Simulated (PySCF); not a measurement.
# B3LYP/def2-TZVP (preoptimised minimum) run of H2

We compute an optimisation with harmonic vibrations of H2. 

The results are computed with PySCF 2.14.0.

3 further runs of the same task are left out: 3 set aside as unsound or not needed. Runs told in other sessions of the task aren't counted.

### 1 The molecule

H2 has 2 atoms, charge 0, and is taken as a singlet. The run starts from this shape.

Bond lengths: H1–H2 0.737 Å.

### 2 An optimisation with harmonic vibrations at B3LYP/def2-TZVP (preoptimised minimum)

Contents of job.py:

```python
# H2
from pyscf import gto, dft, symm
from pyscf.hessian import thermo
from pyscf.geomopt.geometric_solver import kernel as optimise

molecule = gto.M(
    atom='''
H        0.000000       0.000000      -0.368580
H        0.000000       0.000000       0.368580
''',
    basis='def2-tzvp',
    max_memory=2480,
    verbose=4,
)

calc0 = dft.RKS(molecule, xc='b3lyp')
calc0.max_cycle = 100
converged, mol_eq = optimise(calc0, maxsteps=100)
print('converged:', converged)
print(mol_eq.tostring())

calc0.reset(mol_eq)
molecule = mol_eq
calc0.kernel()
e_tot = calc0.e_tot
print('E = %.10f Eh' % e_tot)
hess = calc0.Hessian().kernel()
modes = thermo.harmonic_analysis(molecule, hess)
thermo.dump_normal_mode(molecule, modes)
symm.geom.TOLERANCE = 1e-3  # for the symmetry number
th = thermo.thermo(calc0, modes['freq_au'], 298.15, 101325)
thermo.dump_thermo(molecule, th)
```

The run is started by

```
$ OMP_NUM_THREADS=1 python job.py
```

What values should one expect? Wanted: total energy; dipole moment; HOMO energy; LUMO energy; HOMO–LUMO gap; harmonic wavenumber; zero-point energy; ideal-gas entropy at 298.15 K.

Answer, from the run:

Level: B3LYP/def2-TZVP (preoptimised minimum).

```
                                                 quantity             value
                                             total energy       -1.17965 Eh
                                            dipole moment            0.00 D
                                              HOMO energy         -11.81 eV
                                              LUMO energy           1.57 eV
                                            HOMO–LUMO gap          13.38 eV
                                      harmonic wavenumber         4422 cm⁻¹
                                        zero-point energy       26.4 kJ/mol
ideal-gas entropy at 298.15 K (symmetry number 2 as used)  31.1 cal/(mol K)
```

At the final geometry: Bond lengths: H1–H2 0.744 Å. The one mode is real, so the shape is a minimum at this level.
